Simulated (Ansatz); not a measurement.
# C2H5AlSn: how energies converge with the basis set

Aim: see how fast density functionals converge with the basis set for C2H5AlSn.

Program: Ansatz 0.2.0, Gaussian basis. Level of theory: one geometry, several basis sets. These are calculated values, not measurements.

Plan: PBE0-D4/def2-SVP; ωB97M-V/def2-SVP; PBE0-D4/def2-QZVPP; ωB97M-V/def2-QZVPP; the functionals' def2-TZVPP values are taken from earlier runs.

## 1. Structure used throughout

An earlier PBE0-D4 in a triple-zeta def2 set relaxation fixed the geometry. Sn takes the def2 core potential; no spin-orbit term is included.

9 atoms, charge 0, spin multiplicity 1.

Atoms are counted from 1 here; the program's logs count them from 0.

Bond lengths: Sn1–C2 2.124 Å, Sn1–H5 1.714 Å, Sn1–H6 1.709 Å, Sn1–H7 1.709 Å, C2–C3 1.368 Å, C2–Al4 1.869 Å, C3–Al4 1.851 Å, C3–H8 1.090 Å, Al4–H9 1.568 Å. Angles: C2–Sn1–H5 110.2°, C2–Sn1–H6 109.8°, C2–Sn1–H7 109.8°, H5–Sn1–H6 109.3°, H5–Sn1–H7 109.3°, H6–Sn1–H7 108.4°, Sn1–C2–C3 129.4°, Sn1–C2–Al4 162.8°, C3–C2–Al4 67.7°, C2–C3–Al4 69.1°, C2–C3–H8 128.1°, Al4–C3–H8 162.8°, C2–Al4–C3 43.1°, C2–Al4–H9 157.9°, C3–Al4–H9 159.0°.

## 2. PBE0-D4 in def2-SVP

in.yaml reads:

```yaml
crystal:
  periodic: [false, false, false]
  atoms:
    - {symbol: Sn, position_ang: [-0.229721, 1.156511, -1.203320]}
    - {symbol: C, position_ang: [0.107855, -0.194439, 0.400597]}
    - {symbol: C, position_ang: [-0.005756, -1.557346, 0.427110]}
    - {symbol: Al, position_ang: [0.523084, -0.907762, 2.077997]}
    - {symbol: H, position_ang: [-0.711124, 0.300108, -2.607775]}
    - {symbol: H, position_ang: [-1.453325, 2.270821, -0.775089]}
    - {symbol: H, position_ang: [1.201999, 2.028664, -1.537731]}
    - {symbol: H, position_ang: [-0.296738, -2.223990, -0.384775]}
    - {symbol: H, position_ang: [0.952226, -0.918967, 3.585887]}
basis:
  gaussian: {orbitals: def2-SVP}
hamiltonian: {xc: pbe0, dispersion: d4}
output: {orbitals: {seedname: orbitals}}
```

After this run come: ωB97M-V in def2-SVP; PBE0-D4 in def2-QZVPP; ωB97M-V in def2-QZVPP.

Q: Predict the results of all the runs planned. Wanted: PBE0-D4: double and triple zeta above quadruple; ωB97M-V: double and triple zeta above quadruple.

**Answer**, as computed:

```
                                       quantity          value
PBE0-D4: double and triple zeta above quadruple  5.25, 0.37 eV
ωB97M-V: double and triple zeta above quadruple  5.37, 0.36 eV
```

What this shows: PBE0-D4 gains 4.88 eV from double to triple zeta, then 0.37 eV more. Total energies overstate the basis error of differences, where much of it tends to cancel. The LUMO of ωB97M-V is positive and keeps falling with the basis (0.90 to 0.38 eV): an unbound level that the basis holds in place.
